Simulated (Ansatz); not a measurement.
# CH2Ge: the cost of one run

Computed with Ansatz 0.2.0, Gaussian basis. Level: cc-pVTZ, core rule «outside noble gas», up to 15 orbitals frozen.

Plan: UHF; CCSD(T) on ROHF; CCSD(T) on UHF; BCCD(T) on ROHF; CCSDT(Q) on ROHF; CCSDT(Q) on UHF; CASSCF and NEVPT2, 4 electrons in 4 orbitals; CASSCF and NEVPT2, 10 electrons in 10 orbitals.

1 further run of the same task is left out (for a known fault of the program). Runs told in other sessions of the task aren't counted.

### Step 1. What is computed

The geometry derives from a PBE0/def2-TZVP stationary point (not a proven minimum). One bond is set to the value named and the two fragments are kept rigid. No spin-orbit coupling is included. The filled d shell of Ge may be among the frozen orbitals whatever the setting's name suggests.

4 atoms, charge 0, spin multiplicity 3.

Atoms are counted from 1 here; the program's logs count them from 0.

Bond lengths: C2–H3 1.091 Å, C2–H4 1.091 Å. Angles: H3–C2–H4 112.9°.

### Step 2. UHF

File in.yaml:

```yaml
crystal:
  periodic: [false, false, false]
  atoms:
    - {symbol: Ge, position_ang: [0.000000, 0.000000, 4.317735]}
    - {symbol: C, position_ang: [0.000000, 0.000000, -1.037265]}
    - {symbol: H, position_ang: [0.000000, 0.908852, -1.640235]}
    - {symbol: H, position_ang: [0.000000, -0.908852, -1.640236]}
basis:
  gaussian: {orbitals: cc-pVTZ}
magnetization: {spin_polarized: true, initial_magnetization: 2}
hamiltonian: {xc: hf}
output: {orbitals: {seedname: orbitals}}
```

The run is started by

```console
ansatz run in.yaml --threads 1 --pin off --events-out ev --progress --plain --max-ram 2816MiB --backend cpu
```

**Question.** How long does this run take on 1 thread of AMD EPYC 7R13, shared host, and how much memory does it need?

About 33 s, with a peak of 0.26 GiB.
